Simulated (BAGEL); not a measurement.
# HF/6-31G(d) (density fitting with qzvpp-jkfit, spherical functions) run of C2H2N2S (SMILES c1ncsn1)

Aim: the electronic atomisation energy of C2H2N2S at HF/6-31G* (density fitting with qzvpp-jkfit, spherical functions), from 5 runs. 

Program for the calculation: BAGEL 1.2.2.

19 further runs of the same task are left out: 3 that didn't finish, 16 set aside as unsound or not needed.

### 1 Starting point

The species is C2H2N2S (7 atoms), meant as a singlet with charge 0. SMILES: `c1ncsn1`. Geometry: relaxed at GFN2-xTB.

Bond lengths: C1–N2 1.345 Å, N2–C3 1.290 Å, C3–S4 1.731 Å, C1–N5 1.303 Å, S4–N5 1.629 Å, C1–H6 1.074 Å, C3–H7 1.070 Å. Angles: C1–N2–C3 109.1°, N2–C1–N5 118.5°, N2–C3–S4 112.0°, C3–S4–N5 90.7°, C1–N5–S4 109.6°, N2–C1–H6 120.7°, N5–C1–H6 120.8°, N2–C3–H7 124.7°, S4–C3–H7 123.2°.

### 2 A single-point energy at HF/6-31G(d) (density fitting with qzvpp-jkfit, spherical functions)

job.json

```json
{ "bagel": [

{
  "title": "molecule",
  "basis": "6-31gs.json",
  "df_basis": "qzvpp-jkfit",
  "angstrom": "true",
  "geometry": [
    { "atom": "C", "xyz": [      -0.504350,       0.880340,       0.312680 ] },
    { "atom": "N", "xyz": [       0.334000,       0.013070,       0.907970 ] },
    { "atom": "C", "xyz": [       0.663290,      -0.904110,       0.062900 ] },
    { "atom": "S", "xyz": [      -0.087800,      -0.666760,      -1.478600 ] },
    { "atom": "N", "xyz": [      -0.830250,       0.675820,      -0.932190 ] },
    { "atom": "H", "xyz": [      -0.896470,       1.722480,       0.852000 ] },
    { "atom": "H", "xyz": [       1.321580,      -1.720830,       0.275230 ] }
  ]
},

{
  "title": "hf"
},

{
  "title": "print",
  "file": "orbitals.molden",
  "orbitals": "true"
}

]}
```

The basis set 6-31G* is read from a file made from the Basis Set Exchange's data (not shown).

Started as:

```
BAGEL_NUM_THREADS=1 BAGEL job.json > job.out
```

Standard output:

```text
* using 1 threads per process

  ===============================================================
  ===============================================================

  *** Geometry ***

  { "atom" : "C", "xyz" : [     -0.953083,      1.663601,      0.590880 ] },
  { "atom" : "N", "xyz" : [      0.631169,      0.024699,      1.715815 ] },
  { "atom" : "C", "xyz" : [      1.253436,     -1.708520,      0.118864 ] },
  { "atom" : "S", "xyz" : [     -0.165918,     -1.259994,     -2.794149 ] },
  { "atom" : "N", "xyz" : [     -1.568945,      1.277115,     -1.761584 ] },
  { "atom" : "H", "xyz" : [     -1.694083,      3.255015,      1.610047 ] },
  { "atom" : "H", "xyz" : [      2.497424,     -3.251897,      0.520109 ] },

  Number of auxiliary basis functions:      468

  Since a DF basis is specified, we compute 2- and 3-index integrals:
    o Being stored without compression. Storage requirement is 0.023 GB

  Number of basis functions:       78
  Number of electrons      :       44

    * METHOD: MOLECULE                             0.18

  *** RHF ***

  === Nuclear Repulsion ===
   211.1165717220

      * DIIS with orbital gradients will be used.

  === RHF iteration (6-31gs.json) ===
      0       -583.06994369          0.01948685           0.04
      1       -583.19206412          0.01360510           0.04
      2       -583.27494481          0.00212455           0.04
      3       -583.27848331          0.00089535           0.04
      4       -583.27901964          0.00026844           0.04
      5       -583.27917115          0.00010557           0.04
      6       -583.27919686          0.00004635           0.04
      7       -583.27919928          0.00001864           0.04
      8       -583.27919967          0.00000496           0.04
      9       -583.27919970          0.00000233           0.04
     10       -583.27919970          0.00000114           0.04
     11       -583.27919971          0.00000047           0.04
     12       -583.27919971          0.00000022           0.04
     13       -583.27919971          0.00000010           0.04
     14       -583.27919971          0.00000006           0.04
     15       -583.27919971          0.00000002           0.04
     16       -583.27919971          0.00000001           0.04
     17       -583.27919971          0.00000001           0.04
    * SCF iteration converged.

    * Permanent dipole moment:
           (   -0.400777,     0.567290,     0.000671) a.u.

    * METHOD: HF                                   0.76

    * METHOD: PRINT                                0.01

  ===============================================================
```

Run time: 1.3 s. Hardware: 1 thread of AMD EPYC 9R45 (Zen 5), shared host; peak memory 0.11 GiB.

### 3 The C atom, same level

calc.json

```json
{ "bagel": [

{
  "title": "molecule",
  "basis": "6-31gs.json",
  "df_basis": "qzvpp-jkfit",
  "angstrom": true,
  "geometry": [
    { "atom": "C", "xyz": [       0.000000,       0.000000,       0.000000 ] }
  ]
},

{ "title": "uhf", "nopen": 2 },

{ "title": "print", "file": "orbitals.molden", "orbitals": true }

]}
```

The basis set 6-31G* is read from a file made from the Basis Set Exchange's data (not shown).

Run the same way, it converges to -37.68057 Eh (log not shown).

### 4 The H atom

input.json

```json
{ "bagel": [

{
  "title": "molecule",
  "basis": "6-31gs.json",
  "df_basis": "qzvpp-jkfit",
  "angstrom": "true",
  "geometry": [
    { "atom": "H", "xyz": [       0.000000,       0.000000,       0.000000 ] }
  ]
},

{ "title": "uhf", "nopen": 1 },

{ "title": "print", "file": "orbitals.molden", "orbitals": "true" }

]}
```

The basis set 6-31G* is read from a file made from the Basis Set Exchange's data (not shown).

Run the same way, it converges to -0.49823 Eh (log not shown).

### 5 The N atom, same level

hf.json

```json
{ "bagel": [

{
  "title": "molecule",
  "basis": "6-31gs.json",
  "df_basis": "qzvpp-jkfit",
  "angstrom": true,
  "geometry": [
    { "atom": "N", "xyz": [       0.000000,       0.000000,       0.000000 ] }
  ]
},

{ "title": "uhf", "nopen": 3 },

{ "title": "print", "file": "orbitals.molden", "orbitals": true }

]}
```

The basis set 6-31G* is read from a file made from the Basis Set Exchange's data (not shown).

Run the same way, it converges to -54.38500 Eh (log not shown).

### 6 The S atom

input.json

```json
{ "bagel": [

{
  "title": "molecule",
  "basis": "6-31gs.json",
  "df_basis": "qzvpp-jkfit",
  "angstrom": true,
  "geometry": [
    { "atom": "S", "xyz": [    0.000000,    0.000000,    0.000000 ] }
  ]
},
{
  "title": "uhf",
  "nopen": 2
},
{
  "title": "print",
  "file": "orbitals.molden",
  "orbitals": true
}

]}
```

The basis set 6-31G* is read from a file made from the Basis Set Exchange's data (not shown).

Started as:

```
BAGEL_NUM_THREADS=1 BAGEL input.json > input.out
```

Standard output:

```text
* using 1 threads per process

  ===============================================================
  ===============================================================

  *** Geometry ***

  { "atom" : "S", "xyz" : [      0.000000,      0.000000,      0.000000 ] },

  Number of auxiliary basis functions:      128

  Since a DF basis is specified, we compute 2- and 3-index integrals:
    o Being stored without compression. Storage requirement is 0.000 GB

  Number of basis functions:       18
  Number of electrons      :       16

    * METHOD: MOLECULE                             0.01

  *** Open-shell HF ***

  === Nuclear Repulsion ===
     0.0000000000

      * DIIS with orbital gradients will be used.

  === UHF iteration (6-31gs.json) ===
      0       -397.46373833          0.00967745           0.00
      1       -397.47362110          0.00244437           0.00
      2       -397.47450265          0.00081301           0.00
      3       -397.47464336          0.00019969           0.00
      4       -397.47465112          0.00004384           0.00
      5       -397.47465152          0.00000274           0.00
      6       -397.47465154          0.00000034           0.00
      7       -397.47465155          0.00000017           0.00
      8       -397.47465155          0.00000004           0.00
      9       -397.47465155          0.00000000           0.00
    * SCF iteration converged.

    * S^2 (UHF) is 2.0057

    * Permanent dipole moment:
           (    0.000000,    -0.000000,     0.000000) a.u.

    * METHOD: UHF                                  0.02

    * METHOD: PRINT                                0.00

  ===============================================================
```

Wall time 0.24 s (1 thread of AMD EPYC 9R45 (Zen 5), shared host).

### 7 Results

Level: HF/6-31G* (density fitting with qzvpp-jkfit, spherical functions).

```
                     quantity          value
       molecule: total energy  -583.27920 Eh
      molecule: dipole moment         1.77 D
        molecule: HOMO energy      -10.31 eV
        molecule: LUMO energy        2.60 eV
      molecule: HOMO–LUMO gap       12.91 eV
         C atom: total energy   -37.68057 Eh
        C atom: dipole moment         0.00 D
                 C atom: ⟨S²⟩          2.005
         H atom: total energy    -0.49823 Eh
        H atom: dipole moment         0.00 D
                 H atom: ⟨S²⟩          0.750
         N atom: total energy   -54.38500 Eh
        N atom: dipole moment         0.00 D
                 N atom: ⟨S²⟩          3.755
         S atom: total energy  -397.47465 Eh
        S atom: dipole moment         0.00 D
                 S atom: ⟨S²⟩          2.006
electronic atomisation energy      18.421 eV
```

In words: Taking the molecule apart into free atoms costs 18.42 eV (425 kcal/mol), before zero-point energy and without spin-orbit coupling. Hartree–Fock lacks the correlation of the bonding pairs, which as a rule makes this value much too low; in minimal bases other errors can mask that.
